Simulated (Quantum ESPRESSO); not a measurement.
A calculation with Quantum ESPRESSO 7.5 of BeB5 (ASE script, structure from a POSCAR):

Contents of run.py:

```python
import numpy as np
from ase.calculators.espresso import Espresso, EspressoProfile
from ase.io import read

atoms = read('POSCAR')

input_data = {
    'control': {'calculation': 'scf', 'prefix': 'pwscf', 'outdir': './tmp', 'tprnfor': True, 'tstress': True, 'disk_io': 'nowf'},
    'system': {'ecutwfc': 55.0, 'ecutrho': 440.0, 'nbnd': 16, 'occupations': 'smearing', 'smearing': 'fd', 'degauss': 0.00367493},
    'electrons': {'conv_thr': 1.2e-09, 'electron_maxstep': 120, 'mixing_beta': 0.5},
}
pseudopotentials = {'Be': 'be_pbe_v1.4.uspp.F.UPF', 'B': 'b_pbe_v1.4.uspp.F.UPF'}
profile = EspressoProfile(command='pw.x', pseudo_dir='pseudo')
dft = Espresso(profile=profile, input_data=input_data, pseudopotentials=pseudopotentials, kpts=(8, 8, 8), koffset=(0, 0, 0))
atoms.calc = dft

print(f'energy {atoms.get_potential_energy():.8f} eV')
print('forces (eV/A)')
print(np.round(atoms.get_forces(), 6))
print('stress (eV/A^3, Voigt)')
print(np.round(atoms.get_stress(), 8))
print(f'Fermi level {dft.get_fermi_level():.4f} eV')
```

POSCAR

```
BeB5
1.0
    0.0000000000      2.7742185400      2.7742185400
    2.7742185400      0.0000000000      2.7742185400
    2.7742185400      2.7742185400      0.0000000000
Be B
1 5
Direct
    0.0000000000      0.0000000000      0.0000000000
    0.7500000000      0.7500000000      0.7500000000
    0.3750000000      0.3750000000      0.8750000000
    0.3750000000      0.8750000000      0.3750000000
    0.8750000000      0.3750000000      0.3750000000
    0.3750000000      0.3750000000      0.3750000000
```

Potentials or basis: SSSP 1.3 efficiency PBE.

The run is started by

```console
$ OMP_NUM_THREADS=1 python run.py
```

The cell was built by a generator and needn't be a form met in nature.

Question: Write the same calculation in another form: native input, structure typed inline.

Answer: As run:

The input pw.in:

```
&CONTROL
  calculation = 'scf'
  prefix = 'pwscf'
  outdir = './tmp'
  pseudo_dir = './pseudo'
  tprnfor = .true.
  tstress = .true.
  disk_io = 'nowf'
/
&SYSTEM
  ibrav = 0
  nat = 6
  ntyp = 2
  ecutwfc = 55
  ecutrho = 440
  nbnd = 16
  occupations = 'smearing'
  smearing = 'fd'
  degauss = 0.00367493
/
&ELECTRONS
  conv_thr = 1.2d-09
  electron_maxstep = 120
  mixing_beta = 0.5
/
ATOMIC_SPECIES
Be     9.0122 be_pbe_v1.4.uspp.F.UPF
B     10.8100 b_pbe_v1.4.uspp.F.UPF
CELL_PARAMETERS angstrom
   0.0000000000    2.7742185400    2.7742185400
   2.7742185400    0.0000000000    2.7742185400
   2.7742185400    2.7742185400    0.0000000000
ATOMIC_POSITIONS crystal
Be     0.0000000000    0.0000000000    0.0000000000
B      0.7500000000    0.7500000000    0.7500000000
B      0.3750000000    0.3750000000    0.8750000000
B      0.3750000000    0.8750000000    0.3750000000
B      0.8750000000    0.3750000000    0.3750000000
B      0.3750000000    0.3750000000    0.3750000000
K_POINTS automatic
8 8 8 0 0 0
```

Potentials or basis: SSSP 1.3 efficiency PBE.

Launch:

```sh
$ OMP_NUM_THREADS=1 pw.x -in pw.in > pw.out
```

Both were run:

|  | ASE script, structure from a POSCAR | native input, structure typed inline |
| --- | --- | --- |
| Pressure | -18.2 GPa | -18.2 GPa |
| Band gap on the k mesh | none (metal or under the smearing width) | none (metal or under the smearing width) |

Keys that steer only the numerical path or the files written may differ.

Caveat: so large a pressure means that the cell lies far from this level's equilibrium, or that cutoff or potentials fall short.
